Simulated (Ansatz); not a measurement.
# GaSi (quartet): from Hartree-Fock to the top rungs at distance Si1–Ga2 = 2.700 Å, cc-pVDZ

How much of the correlation energy of GaSi (quartet) does each wave-function method recover here?

The runs use Ansatz 0.2.0, Gaussian basis; cc-pVDZ, core rule «outside noble gas», up to 19 orbitals frozen.

Plan: UHF; CCSD(T) on ROHF; CCSD(T) on UHF; BCCD(T) on ROHF; CISD as a restricted active space (open shells left free, so some higher excitations enter); CCSDT(Q) on ROHF; CCSDT(Q) on UHF; CASSCF and MRCISD+Q, 5 electrons in 5 orbitals; CASSCF and NEVPT2, 5 electrons in 5 orbitals; CASSCF and MRCISD+Q, 7 electrons in 8 orbitals; CASSCF and NEVPT2, 7 electrons in 8 orbitals; Full CI.

23 further runs of the same task are left out: 2 for a known fault of the program, 18 that didn't finish, 3 set aside as unsound or not needed. Runs told in other sessions of the task aren't counted.

**1. The geometry**

The geometry derives from a PBE0/def2-TZVP stationary point (not a proven minimum). One bond is set to the value named and the two fragments are kept rigid. No spin-orbit coupling is included. The filled d shell of Ga may be among the frozen orbitals whatever the setting's name suggests.

2 atoms, charge 0, spin multiplicity 4.

Atoms are counted from 1 here; the program's logs count them from 0.

Bond lengths: Si1–Ga2 2.700 Å.

**2. UHF**

Contents of in.yaml:

```yaml
crystal:
  periodic: [false, false, false]
  atoms:
    - {symbol: Si, position_ang: [0.000000, 0.000000, 0.000000]}
    - {symbol: Ga, position_ang: [0.000000, 0.000000, 2.700000]}
basis:
  gaussian: {orbitals: cc-pVDZ}
magnetization: {spin_polarized: true, initial_magnetization: 3}
hamiltonian: {xc: hf}
output: {orbitals: {seedname: orbitals}}
```

Started as:

```sh
ansatz run in.yaml --threads 1 --pin off --events-out ev --progress --plain --max-ram 2393MiB
```

Further steps of the session: CCSD(T) on ROHF; CCSD(T) on UHF; BCCD(T) on ROHF; CISD as a restricted active space (open shells left free, so some higher excitations enter); CCSDT(Q) on ROHF; CCSDT(Q) on UHF; CASSCF and MRCISD+Q, 5 electrons in 5 orbitals; CASSCF and NEVPT2, 5 electrons in 5 orbitals; CASSCF and MRCISD+Q, 7 electrons in 8 orbitals; CASSCF and NEVPT2, 7 electrons in 8 orbitals; Full CI.

Q: Predict the results of all the runs planned. Wanted: FCI from the RHF energy; RMP2 from FCI; UMP2 from FCI; RCCSD from FCI; RCCSD(T) from FCI; UCCSD(T) from FCI; RCCSDT(Q) from FCI; UCCSDT(Q) from FCI; NEVPT2 pair from FCI.

The runs gave:

| quantity | value |
| --- | --- |
| FCI from the ROHF energy | -3.6449 eV |
| RMP2 from FCI | +978.8 meV |
| UMP2 from FCI | +998.0 meV |
| RCCSD from FCI | +198.9 meV |
| RCCSD(T) from FCI | +56.0 meV |
| UCCSD(T) from FCI | +53.6 meV |
| RCCSDT(Q) from FCI | +1.5 meV |
| UCCSDT(Q) from FCI | -2.8 meV |
| NEVPT2 pair from FCI | +980.8 meV |
| NEVPT2 valence from FCI | +554.8 meV |
| MRCISD+Q valence from FCI | -24.0 meV |
| levels within 1 kcal/mol (43 meV) | RCCSDT, UCCSDT, RCCSDT(Q), UCCSDT(Q), MRCISD+Q valence |
| T1 diagnostic | 0.039 |
| effectively unpaired electrons | 3.09 |

RCCSD(T) misses by +56.0 meV, 1.5 % of the correlation energy. UCCSDT(Q), MRCISD+Q valence fall below full CI: unrestricted runs freeze a spin-polarised core, another one than full CI's, and coupled cluster isn't variational. One determinant dominates. Of the multireference levels listed MRCISD+Q valence comes nearest in total energy (-24.0 meV), which doesn't show that its space is the better one. These misses are within one basis, not against nature; the frozen cores of restricted and unrestricted runs differ, which can shift their rows.

Levels on UHF freeze UHF's core orbitals, full CI those of ROHF, so the U rows can settle a little off it for that reason alone.

With open shells the CI space here admits some higher excitations, so it is larger than plain CISD.
